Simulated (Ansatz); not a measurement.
BrFGe, SMILES [F][Ge][Br], a rigid scan of one bond length

Program: Ansatz's Python interface.

Notebook, run cell by cell (the value of a cell's last expression is shown):

In [1]:
```python
import ansatz
from ase import Atoms
import numpy as np
```

In [2]:
```python
atoms = Atoms(["F", "Ge", "Br"], positions=[
    (-0.8212, 1.263, -0.3207),
    (-0.5905, -0.4277, -0.3666),
    (1.4007, -0.9001, 0.6741),
])
brfge = ansatz.Crystal.molecule_from_ase(atoms)

symbols = [site.symbol for site in brfge.cartesian_sites]
start = np.array([site.position_ang for site in brfge.cartesian_sites])
axis = (start[2] - start[1]) / np.linalg.norm(start[2] - start[1])
moving = [2]
lengths, energies = [1.95, 2.11, 2.3, 2.53, 2.87, 3.44, 4.13, 5.05], []
for length in lengths:
    xyz = start.copy()
    xyz[moving] += (length - np.linalg.norm(start[2] - start[1])) * axis
    point = ansatz.Crystal.molecule()
    for symbol, place in zip(symbols, xyz):
        point = point.atom(symbol, place.tolist())
    job = (
        point.calculation()
        .basis(gaussian="def2-SVP")
        .functional("r2scan", dispersion="d3bj")
        .spin("collinear")
    )
    rep = job.run(threads=1, pin="off").report
    energies.append(rep["free_energy_ev"])
    print(f"r = {length:6.3f} A  E = {energies[-1]:.5f} eV  <S^2> = {abs(rep['mean_field']['state']['spin_squared']):.3f}")
```
```text
DeckWarning: the engine holds no damping parameters fitted to this dispersion correction and functional, so the run takes those fitted to r2scan beside the three-body term, which d3bj leaves out (hamiltonian.dispersion, under Limitations)
r =  1.950 A  E = -129262.48536 eV  <S^2> = 0.000
r =  2.110 A  E = -129263.70248 eV  <S^2> = 0.000
r =  2.300 A  E = -129264.17147 eV  <S^2> = 0.000
r =  2.530 A  E = -129264.05900 eV  <S^2> = 0.000
r =  2.870 A  E = -129263.40359 eV  <S^2> = 0.000
r =  3.440 A  E = -129262.20662 eV  <S^2> = 0.000
r =  4.130 A  E = -129261.25491 eV  <S^2> = 0.359
r =  5.050 A  E = -129260.81381 eV  <S^2> = 0.641
```

In [3]:
```python
print("energy above the lowest point (eV):", [round(e - min(energies), 3) for e in energies])
```
```text
energy above the lowest point (eV): [1.686, 0.469, 0.0, 0.112, 0.768, 1.965, 2.917, 3.358]
```

What to keep in mind:
- Total energies depend on the basis set; only differences at equal settings carry meaning.
- Warnings are shown shortened and without file and line.
- The rest of the molecule is held rigid at a force-field or estimated start geometry, and the basis set is modest; single-reference methods fail as a bond breaks.
- The expectation value of S² is noticeably off S(S+1) in at least one run, so that state is spin-contaminated.
- A dispersion term here runs with damping parameters fitted for another variant or functional.
- It ran for 2.6 min on 1 thread of AMD EPYC 7B13 (Zen 3) (shared host), peak memory 0.28 GiB.
